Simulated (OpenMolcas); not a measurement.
# Er²⁺ among point charges: CASSCF levels and susceptibility

How does a field of 4 point charges split the states of Er²⁺, and what χT follows?

Method: state-averaged CASSCF, spin-orbit coupling by RASSI with atomic mean-field integrals. Code: OpenMolcas 26.06.

### Step 1. Starting point

```
Species                           : Er²⁺ (erbium, Z = 68, 66 electrons)
Basis                             : ANO-RCC-VDZP [7s6p4d2f1g], 68 functions
Scalar Hamiltonian                : DKH2, point nucleus
Inactive shells                   : 1s 2s 2p 3s 3p 3d 4s 4p 4d 5s 5p
Active space                      : 12 electrons in 7 orbitals (4f)
Some configurations of this space : 4f12
Orbitals                          : optimised for the highest spin of each parity, averaged over all roots
```

The outer shells:

4f12
```
4f [↑↓][↑↓][↑↓][↑↓][↑↓][↑ ][↑ ]
```

The ion sits among 4 point charges of -2 e arranged as a tetrahedron (Td), 2.42 Å from the ion.

The work runs as a chain of OpenMolcas steps in one folder; each step below is one input file. Labels, J, g values, rates, χT and fits are worked out afterwards by a script from the matrices that RASSI stores.

### Step 2. Basis and integrals

File a.inp:

```
&GATEWAY
Coord
1

Er 0.0 0.0 0.0
Basis=ANO-RCC-VDZP
Group=NoSym
NoMove
AngMom=0.0 0.0 0.0
AMFI
XField
4 Angstrom 0
1.397188 1.397188 1.397188 -2.000000
1.397188 -1.397188 -1.397188 -2.000000
-1.397188 1.397188 -1.397188 -2.000000
-1.397188 -1.397188 1.397188 -2.000000
&SEWARD
```

Command:

```sh
OMP_NUM_THREADS=1 MOLCAS_MEM=2252 MOLCAS_PROJECT=a pymolcas a.inp > a.log
```

### Step 3. CASSCF: triplets, 21 roots

File a.inp:

```
&RASSCF
FileOrb=start.orb
Symmetry=1
Spin=3
nActEl=12 0 0
Inactive=27
Ras2=7
CIRoot=21 21 1
SDav=21
CIMx=300
Iter=120 100
PrWF=0.3
OrbListing=Nothing
MaxOrb=0
>>> COPY $Project.JobIph JOB001
```

start.orb holds the contracted functions of the basis, ordered by shell, or the orbitals of the step before.

### Step 4. Reference wave functions, singlets, 28 roots

File a.inp:

```
&RASSCF
FileOrb=start.orb
Symmetry=1
Spin=1
nActEl=12 0 0
Inactive=27
Ras2=7
CIRoot=28 28 1
SDav=28
CIMx=300
Iter=120 100
PrWF=0.3
OrbListing=Nothing
MaxOrb=0
CIOnly
>>> COPY $Project.JobIph JOB002
```

### Step 5. RASSI: spin-orbit coupling between the states

File a.inp:

```
&RASSI
NrOfJobIphs=2 21 27
1 2 3 4 5 6 7 8 9 10 11 12 13 14 15 16 17 18 19 20 21
1 2 3 4 5 6 7 8 9 10 11 12 13 14 15 16 17 18 19 20 21 22 23 24 25 26 27
IphNames
JOB001
JOB002
EJob
SpinOrbit
DIPRint=1.0
SOCoupling=1000.0
Subsets=2
Property=9
'ANGMOM' 1 'ANGMOM' 2 'ANGMOM' 3 'MLTPL  1' 1 'MLTPL  1' 2 'MLTPL  1' 3
'AMFI' 1 'AMFI' 2 'AMFI' 3
SOProperty=3
'ANGMOM' 1 'ANGMOM' 2 'ANGMOM' 3
```

Before running it: what results should come out? Wanted: spin-free ground state; first state of the same spin within the active space; lowest level; next level.

As calculated:

```
                                            quantity                            value
                                              method                           CASSCF
                              spin-free ground state  3T1, 3-fold in its orbital part
first state of the same spin within the active space                  3T2 at 110 cm⁻¹
                                        lowest level   2-fold E, g = 0.00, 0.00, 0.00
                                          next level                        10.7 cm⁻¹
                                         χT at 300 K                   7.11 cm³ K/mol
                           effective moment at 300 K                          7.54 μB
```

The spin-free ground state (3T1) comes to 100 % from free-ion H terms and keeps the highest spin of the shell. The singlets rest on orbitals optimised for another spin in at least one step, which raises them against the optimised states. Not all states of the active space went into the spin-orbit step. Point charges carry no covalency, so the field is a model and not that of real ligands.
